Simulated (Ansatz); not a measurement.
# Ge2N3H9: up Jacob's ladder to CCSD(T)

An exercise on one series of results from a longer session: the logs are not shown, and one member is left open.

Program: Ansatz 0.2.0, Gaussian basis. Level of theory: functionals in def2-TZVPP, the program's frozen cores in correlated methods. These are calculated values, not measurements.

Levels to be run: PBE-D4, r2SCAN-D4, PBE0-D4, B3LYP-D4, ωB97X-V, ωB97M-V, B2PLYP; CCSD(T)/def2-TZVPP; MP2/def2-QZVPP; extrapolation to the limit.

## The geometry

All runs share one geometry, relaxed beforehand with PBE0-D4 in a triple-zeta def2 set.

SMILES `[NH2][GeH2][NH][GeH2][NH2]`, 14 atoms, charge 0, spin multiplicity 1.

Atoms are counted from 1 here; the program's logs count them from 0.

Bond lengths: N1–Ge2 1.834 Å, N1–H6 1.011 Å, N1–H7 1.012 Å, Ge2–N3 1.846 Å, Ge2–H8 1.539 Å, Ge2–H9 1.537 Å, N3–Ge4 1.821 Å, N3–H10 1.008 Å, Ge4–N5 1.840 Å, Ge4–H11 1.547 Å, Ge4–H12 1.546 Å, N5–H13 1.010 Å, N5–H14 1.011 Å. Angles: Ge2–N1–H6 114.5°, Ge2–N1–H7 111.7°, H6–N1–H7 108.7°, N1–Ge2–N3 114.1°, N1–Ge2–H8 108.8°, N1–Ge2–H9 106.0°, N3–Ge2–H8 106.2°, N3–Ge2–H9 109.8°, H8–Ge2–H9 112.1°, Ge2–N3–Ge4 122.6°, Ge2–N3–H10 116.5°, Ge4–N3–H10 117.4°, N3–Ge4–N5 102.6°, N3–Ge4–H11 108.2°, N3–Ge4–H12 115.5°, N5–Ge4–H11 116.4°, N5–Ge4–H12 104.9°, H11–Ge4–H12 109.5° and more.

The first run:

The input, in.yaml:

```yaml
crystal:
  periodic: [false, false, false]
  atoms:
    - {symbol: N, position_ang: [-0.770091, -2.042981, -0.401917]}
    - {symbol: Ge, position_ang: [-1.602791, -0.408690, -0.415333]}
    - {symbol: N, position_ang: [-0.469936, 1.011701, -0.744058]}
    - {symbol: Ge, position_ang: [1.237524, 1.071006, -0.114881]}
    - {symbol: N, position_ang: [1.081929, 0.283596, 1.541281]}
    - {symbol: H, position_ang: [-0.303972, -2.283125, -1.266129]}
    - {symbol: H, position_ang: [-0.105196, -2.118320, 0.357355]}
    - {symbol: H, position_ang: [-2.648618, -0.393137, -1.544755]}
    - {symbol: H, position_ang: [-2.247708, -0.249990, 0.970236]}
    - {symbol: H, position_ang: [-0.691400, 1.589684, -1.539673]}
    - {symbol: H, position_ang: [1.707882, 2.544513, -0.133167]}
    - {symbol: H, position_ang: [2.257487, 0.193672, -0.876762]}
    - {symbol: H, position_ang: [1.951751, -0.044516, 1.936799]}
    - {symbol: H, position_ang: [0.603159, 0.846607, 2.231016]}
basis:
  gaussian: {orbitals: def2-TZVPP}
hamiltonian: {xc: pbe, dispersion: d4}
output: {forces: true, orbitals: {seedname: orbitals}}
```

On the command line:

```console
$ ansatz run in.yaml --threads 2 --pin off --events-out ev --progress --plain --max-ram 32768MiB --backend cuda --devices 0, --max-vram 18GiB
```

Steps of the session up to this table: PBE-D4 (GGA); r2SCAN-D4 (meta-GGA); PBE0-D4 (hybrid); B3LYP-D4 (hybrid); ωB97X-V (range-separated); ωB97M-V (range-separated); B2PLYP (double hybrid); CCSD(T) in def2-TZVPP; MP2 in def2-QZVPP.

One of the session's tables, all rows but one given; the rest of the session is left out.

It belongs to the step «Atomisation energies». 

| method | atomisation energy (kJ/mol) |
| --- | --- |
| PBE-D4 | 4383.5 |
| r2SCAN-D4 | 4314.0 |
| PBE0-D4 | 4303.2 |
| B3LYP-D4 | 4347.5 |
| ωB97X-V | 4387.0 |
| ωB97M-V | 4344.6 |
| B2PLYP | 4291.6 |
| HF/def2-TZVPP | 2892.1 |
| MP2/def2-TZVPP | 4257.9 |
| CCSD/def2-TZVPP | 4176.4 |
| CCSD(T)/def2-TZVPP | 4245.4 |
| MP2/CBS | 4381.5 |
| CCSD(T)/CBS | ? |

**Question.** Estimate the row for CCSD(T)/CBS.

**Answer.** atomisation energy (kJ/mol): 4369.0. In the column «atomisation energy (kJ/mol)» it lies between B3LYP-D4 (4347.5) and MP2/CBS (4381.5).

Caveats from the session: Free atoms (3 N, 2 Ge, 9 H) were run apart at each level; the atomisation energy is their sum less the molecule, without zero-point or spin-orbit terms.
